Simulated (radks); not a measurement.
# Sr¹⁴⁺ in [Ne] 3p6 3d6 4p2: an all-electron calculation

Aim: the levels, the sizes of the orbitals and the parts of the energy of the strontium ion Sr14+.

Program: radks (a radial shooting solver on a logarithmic mesh, Libxc functionals) version 1. Level of theory: non-relativistic Kohn-Sham, revTPSS, spin-polarised, spherical densities, point nucleus; open shells are filled with parallel spins first. These are calculated values, not measurements, unless marked.

## 1. Starting point

| Quantity | Value |
| --- | --- |
| element | strontium (Z = 38) |
| charge | +14 |
| electrons | 24 |
| configuration | [Ne] 3p6 3d6 4p2 |

Outer shells as boxes (Hund's rule):

Sr¹⁴⁺
```
[Ne] core
3p [↑↓][↑↓][↑↓]
3d [↑↓][↑ ][↑ ][↑ ][↑ ]
4p [↑ ][↑ ][  ]
```

## 2. Self-consistent calculation

Settings of this run:

```text
Z 38
configuration [Ne] 3p6 3d6 4p2
relativity non-relativistic
functional revtpss,revtpss
spin polarised
nucleus point
```

Run with:

```
$ python run_ks.py task.json out
```

The same process makes all the runs of this session.

**Question.** What will this run give?

The runs gave:

```
                        quantity                   value
                    total energy     -3014.19163 hartree
exchange-correlation share of it                  2.92 %
                            −T/E                  0.9996
          highest occupied level       4p up, -281.71 eV
    most extended occupied level  4p up, <r> = 1.02 bohr
 radius at density 0.001 e/bohr³               2.04 bohr
    maxima of the radial density                       3
```

**Reading.** 4 principal shells are occupied and 3 maxima appear in the radial density; where shells overlap, one shows as a shoulder or not at all. −T/E = 0.9996, near the virial value of 1. This is not the tabulated ground configuration, so its levels and sizes aren't those of the ground state, and no measured value stands beside it.
